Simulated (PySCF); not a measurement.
# Changing the system itself: FGaS

Aim: change spin, charge, geometry, field or solvent of FGaS, one at a time, and compare with the base run.

Program: PySCF 2.14.0. Level of theory: each script names its method and basis. These are calculated values, not measurements.

4 further runs of the same task are left out: 4 that didn't finish.

**1. The system as given**

FGaS: 3 atoms, charge 0, spin multiplicity 1.

Bond lengths: Ga1–S2 2.006 Å, Ga1–F3 1.716 Å. Angles: S2–Ga1–F3 180.0°.

Coordinates:

```
Ga    0.00000    0.00000    0.26290
S     0.00000    0.00000   -1.74310
F     0.00000    0.00000    1.97900
```

**2. Base script**

input.py reads:

```python
from pyscf import gto, dft

mol = gto.M(
    atom='Ga 0 0 0.2629; S 0 0 -1.7431; F 0 0 1.979',
    basis='cc-pvdz',
    charge=0,
    spin=0,
    verbose=3,
)
mf = dft.UKS(mol, xc='bp86')
mf.kernel()
mf.dip_moment()
print('orbital energies (hartree):', [e[max(0, n-3):n+3].round(4) for e, n in zip(mf.mo_energy, mol.nelec)])
```

Command:

```bash
> OMP_NUM_THREADS=1 python input.py
```

Its log is not repeated here.

In short: E(SCF) = -2423.219874 Eh, μ = 1.32 D.

**3. Coordinates × 0.3**

Run 1 changes geometry: coordinates × 1 → coordinates × 0.3.

input.py reads:

```python
from pyscf import gto, dft

mol = gto.M(
    atom='Ga 0 0 0.0789; S 0 0 -0.5229; F 0 0 0.5937',
    basis='cc-pvdz',
    charge=0,
    spin=0,
    verbose=3,
)
mf = dft.UKS(mol, xc='bp86')
mf.kernel()
mf.dip_moment()
print('orbital energies (hartree):', [e[max(0, n-3):n+3].round(4) for e, n in zip(mf.mo_energy, mol.nelec)])
```

Command:

```bash
> OMP_NUM_THREADS=1 python input.py
```

**4. PCM, ε = 4.71**

Run 2 changes solvent: none (gas phase) → PCM, ε = 4.71.

Changes to input.py since step 2:

```diff
@@ -1,2 +1,2 @@
-from pyscf import gto, dft
+from pyscf import gto, dft, solvent
 
@@ -10,2 +10,4 @@
 mf = dft.UKS(mol, xc='bp86')
+mf = solvent.PCM(mf)
+mf.with_solvent.eps = 4.71
 mf.kernel()
```

**Question.** What will these runs give? Wanted: for each run, E(SCF); from base; gap; SCF dipole.

As calculated:

```
                            run  E(SCF) (hartree)  from base (eV)  gap (eV)  SCF dipole (D)
                           base      -2423.219874               0      3.09            1.32
coordinates × 0.3 (poor choice)      -2378.997495      +1203.3522      1.44            1.97
                  PCM, ε = 4.71      -2423.227153         -0.1981      3.29            2.07
```

**Reading.** The largest comparable shift of the SCF energy, +1203.352 eV, comes with the run “coordinates × 0.3”. A continuum solvent with ε = 4.71 lowers the energy by 0.198 eV. With coordinates × 0.3 the frontier gap moves by over 1.5 eV, which can mean another electronic state rather than the bond length alone. Rows marked «poor choice» come from settings spoiled on purpose.
